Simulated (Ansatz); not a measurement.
**C3H3AlF2O2: one species, many methods**

An exercise on one series of results from a longer session: the logs are not shown, and one member is left open.

Computed with Ansatz 0.2.0, Gaussian basis. Level: functionals in def2-TZVPP, the program's frozen cores in correlated methods.

Plan: LDA (SPW92), PBE-D4, revPBE-D4, BLYP-D4, r2SCAN-D4, B97M-V, PBE0-D4, B3LYP-D4, r2SCANh-D4, r2SCAN0-D4, HSE06-D4, BHLYP-D4, CAM-B3LYP-D4, LC-ωPBE, ωB97X-V, ωB97M-V, B2PLYP, PBE-QIDH; CCSD(T)/def2-SVP; MP2/def2-TZVPP; MP2/def2-QZVPP; RPA on PBE.

## The relaxed structure

An earlier PBE0-D4 in a triple-zeta def2 set relaxation fixed the geometry.

11 atoms, charge 0, spin multiplicity 1.

Atoms are counted from 1 here; the program's logs count them from 0.

Bond lengths: F1–Al2 1.645 Å, Al2–F3 1.646 Å, Al2–O4 1.810 Å, Al2–O8 1.810 Å, O4–C5 1.268 Å, C5–C6 1.389 Å, C5–H9 1.093 Å, C6–C7 1.389 Å, C6–H10 1.080 Å, C7–O8 1.268 Å, C7–H11 1.093 Å. Angles: F1–Al2–F3 118.8°, F1–Al2–O4 109.8°, F1–Al2–O8 109.8°, F3–Al2–O4 109.7°, F3–Al2–O8 109.7°, O4–Al2–O8 96.8°, Al2–O4–C5 125.2°, O4–C5–C6 125.6°, O4–C5–H9 115.5°, C6–C5–H9 118.8°, C5–C6–C7 121.6°, C5–C6–H10 119.2°, C7–C6–H10 119.2°, C6–C7–O8 125.6°, C6–C7–H11 118.8°, O8–C7–H11 115.5°, Al2–O8–C7 125.2°.

The first run:

The input, in.yaml:

```yaml
crystal:
  periodic: [false, false, false]
  atoms:
    - {symbol: F, position_ang: [-0.735754, -1.987452, 2.043181]}
    - {symbol: Al, position_ang: [0.414215, -1.059488, 1.319319]}
    - {symbol: F, position_ang: [1.963573, -1.147408, 1.866639]}
    - {symbol: O, position_ang: [-0.124918, 0.668488, 1.285238]}
    - {symbol: C, position_ang: [-0.392631, 1.330106, 0.236686]}
    - {symbol: C, position_ang: [-0.323392, 0.847848, -1.063807]}
    - {symbol: C, position_ang: [0.061149, -0.458675, -1.335417]}
    - {symbol: O, position_ang: [0.381967, -1.329344, -0.470615]}
    - {symbol: H, position_ang: [-0.702283, 2.366137, 0.399273]}
    - {symbol: H, position_ang: [-0.575698, 1.504492, -1.883781]}
    - {symbol: H, position_ang: [0.099072, -0.791804, -2.376216]}
basis:
  gaussian: {orbitals: def2-TZVPP}
hamiltonian: {xc: lda}
output: {orbitals: {seedname: orbitals}}
```

On the command line:

```console
$ ansatz run in.yaml --threads 4 --pin off --events-out ev --progress --plain --max-ram 11315MiB
```

Steps of the session up to this table: LDA; PBE-D4 (GGA); revPBE-D4 (GGA); BLYP-D4 (GGA); r2SCAN-D4 (meta-GGA); B97M-V (meta-GGA); PBE0-D4 (hybrid); B3LYP-D4 (hybrid); r2SCANh-D4 (hybrid); r2SCAN0-D4 (hybrid); HSE06-D4 (hybrid); BHLYP-D4 (hybrid); CAM-B3LYP-D4 (range-separated); LC-ωPBE (range-separated); ωB97X-V (range-separated); ωB97M-V (range-separated); B2PLYP (double hybrid); PBE-QIDH (double hybrid).

One table of the session follows, with a row left open; its other results are not shown here.

It belongs to the step «Orbital energies across the functionals». 

```
  functional  HOMO (eV)  LUMO (eV)  gap (eV)
 LDA (SPW92)      -7.48      -4.07      3.41
      PBE-D4      -7.23      -3.78      3.45
   revPBE-D4      -7.15      -3.68      3.47
     BLYP-D4      -7.09      -3.65      3.44
   r2SCAN-D4      -7.47      -3.67      3.80
      B97M-V      -7.45      -3.56      3.89
     PBE0-D4      -8.36      -2.90      5.46
    B3LYP-D4      -8.16      -3.12      5.04
  r2SCANh-D4      -7.89      -3.33      4.56
  r2SCAN0-D4          ?          ?         ?
    HSE06-D4      -7.96      -3.28      4.68
    BHLYP-D4      -9.36      -1.86      7.51
CAM-B3LYP-D4      -9.64      -1.79      7.84
     LC-ωPBE     -10.89      -0.68     10.21
     ωB97X-V     -10.55      -0.68      9.87
     ωB97M-V     -10.47      -0.74      9.73
```

**Question.** Estimate the row for r2SCAN0-D4.

Worked estimate for «HOMO (eV)». Against the share of exact exchange, r2SCAN-D4 (0, -7.47), r2SCANh-D4 (0.1, -7.89) give a slope of -4.20 per unit share; at 0.25 the line stands at -8.52.

As computed: HOMO (eV): -8.53; LUMO (eV): -2.83; gap (eV): 5.70. In «HOMO (eV)» the line misses by +0.01.
